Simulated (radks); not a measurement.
# Numerical settings for Be³⁺

Aim: see which numerical settings matter for the beryllium ion Be3+. Each run changes a setting or two against a run with the defaults. The defaults are a mesh step of 0.008 in ln r, a mesh end at 40 bohr or more, Anderson mixing 0.5 over 9 steps and a tight residual threshold, with the energy settled to 1e-9 hartree as well; every run has a cap on iterations.

Program: radks (a radial shooting solver on a logarithmic mesh, Libxc functionals) version 1. Level of theory: non-relativistic Kohn-Sham, PBE, spin-polarised, spherical densities, point nucleus; open shells are filled with parallel spins first. These are calculated values, not measurements, unless marked.

## Step 1: What is computed

| Quantity | Value |
| --- | --- |
| element | beryllium (Z = 4) |
| charge | +3 |
| electrons | 1 |
| configuration | 1s1 |

The outer shells:

Be³⁺
```
1s [↑ ]
```

## Step 2: Default settings

Input:

```text
Z 4
configuration 1s1
relativity non-relativistic
functional pbe,pbe
spin polarised
nucleus point
max_iterations 61
```

Run with:

```console
$ python run_ks.py task.json out
```

This one command runs every case of the session in turn.

## Step 3: Mesh step in ln r 0.12

Changes since step 2:

```diff
@@ -6,2 +6,3 @@
 nucleus point
+mesh_step 0.12
 max_iterations 61
```

## Step 4: Mesh step in ln r 0.012

Changes since step 3:

```diff
@@ -6,3 +6,3 @@
 nucleus point
-mesh_step 0.12
+mesh_step 0.012
 max_iterations 61
```

## Step 5: Mesh step in ln r 0.003

Changes since step 4:

```diff
@@ -6,3 +6,3 @@
 nucleus point
-mesh_step 0.012
+mesh_step 0.003
 max_iterations 61
```

## Step 6: Mesh end (bohr) 2

Changes since step 5:

```diff
@@ -6,3 +6,3 @@
 nucleus point
-mesh_step 0.003
+mesh_end 2
 max_iterations 61
```

## Step 7: Mesh end (bohr) 12

Changes since step 6:

```diff
@@ -6,3 +6,3 @@
 nucleus point
-mesh_end 2
+mesh_end 12
 max_iterations 61
```

## Step 8: Residual threshold 1e-05

Changes since step 7:

```diff
@@ -6,3 +6,3 @@
 nucleus point
-mesh_end 12
+threshold 1e-05
 max_iterations 61
```

## Step 9: Residual threshold 1e-13

Changes since step 8:

```diff
@@ -6,3 +6,3 @@
 nucleus point
-threshold 1e-05
+threshold 1e-13
 max_iterations 61
```

## Step 10: Mixing 1

Changes since step 9:

```diff
@@ -6,3 +6,3 @@
 nucleus point
-threshold 1e-13
+mixing 1
 max_iterations 61
```

## Step 11: Mixing history 1, mixing 0.8

Changes since step 10:

```diff
@@ -6,3 +6,4 @@
 nucleus point
-mixing 1
+history 1
+mixing 0.8
 max_iterations 61
```

## Step 12: Mixing history 1, mixing 0.05

Changes since step 11:

```diff
@@ -7,3 +7,3 @@
 history 1
-mixing 0.8
+mixing 0.05
 max_iterations 61
```

## Step 13: Mixing history 2

Changes since step 12:

```diff
@@ -6,4 +6,3 @@
 nucleus point
-history 1
-mixing 0.05
+history 2
 max_iterations 61
```

## Step 14: Iteration cap 8

Changes since step 13:

```diff
@@ -6,3 +6,2 @@
 nucleus point
-history 2
-max_iterations 61
+max_iterations 8
```

**Question.** What will these runs give? Wanted: for each run, setting; iterations; converged; change of E.

The runs gave:

```csv
setting,mesh points,iterations,converged,change of E (mhartree),time
Default settings,2476,13,yes,0,0.03 s
mesh step in ln r 0.12,166,61,no,-,0.04 s
mesh step in ln r 0.012,1651,13,yes,0,0.03 s
mesh step in ln r 0.003,6603,13,yes,0,0.08 s
mesh end (bohr) 2,2102,13,yes,+0.5217,0.03 s
mesh end (bohr) 12,2326,13,yes,0,0.03 s
residual threshold 1e-05,2476,7,yes,0,0.02 s
residual threshold 1e-13,2476,61,no,-,0.15 s
mixing 1,2476,8,yes,0,0.02 s
"mixing history 1, mixing 0.8",2476,15,yes,0,0.03 s
"mixing history 1, mixing 0.05",2476,61,no,-,0.13 s
mixing history 2,2476,14,yes,0,0.03 s
iteration cap 8,2476,8,no,-,0.02 s
```

In words: A zero stands for a change under the printed digits. No run that converges misses the default energy by more than 1 mhartree. Not converged or rejected: mesh step in ln r 0.12; residual threshold 1e-13; mixing history 1, mixing 0.05; iteration cap 8.
